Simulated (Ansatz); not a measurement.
# CH2NOSi: the cost of one run

All numbers below are computed with Ansatz 0.2.0 (RKS BHLYP-D4/def2-SVP).

### Step 1. The starting structure

Bond lengths: O1–Si2 1.707 Å, Si2–C3 1.732 Å, Si2–N4 1.760 Å, C3–N4 1.734 Å, O1–H5 0.953 Å, N4–H6 1.032 Å. Angles: O1–Si2–C3 177.2°, O1–Si2–N4 120.7°, C3–Si2–N4 59.5°, Si2–O1–H5 113.3°, Si2–C3–N4 61.1°, Si2–N4–C3 59.4°, Si2–N4–H6 113.7°, C3–N4–H6 109.1°.

Structure file:

```xyz
6

O    -0.7015    1.2565   -0.9635
Si   -0.4012   -0.1965   -0.1193
C    -0.0420   -1.6916    0.6775
N     0.8099   -0.2596    1.1567
H    -1.4447    1.2003   -1.5571
H     1.7794   -0.3091    0.8056
```

### Step 2. Relaxing end A

File input.yaml:

```yaml
crystal:
  periodic: [false, false, false]
  atoms:
    - { symbol: O, position_ang: [-0.70146, 1.25648, -0.96345] }
    - { symbol: Si, position_ang: [-0.40121, -0.19648, -0.11933] }
    - { symbol: C, position_ang: [-0.04203, -1.6916, 0.67752] }
    - { symbol: "N", position_ang: [0.80993, -0.25965, 1.1567] }
    - { symbol: H, position_ang: [-1.44468, 1.20032, -1.55709] }
    - { symbol: H, position_ang: [1.77944, -0.30908, 0.80565] }
total_charge: -1
basis:
  gaussian: { orbitals: def2-SVP }
hamiltonian:
  xc: { name: BHLYP }
  dispersion: d4
relax:
  f_tol: 0.02
  max_steps: 50
```

The run is started by

```sh
> ansatz run input.yaml --threads 1 --pin off --max-ram 2048MiB --backend cpu --events-out ev --progress --plain --runs-dir out
```

**Question.** How long does this run take on 1 thread of Arm Neoverse V2, shared host, and how much memory does it need?

About 34 s, with a peak of 0.16 GiB.
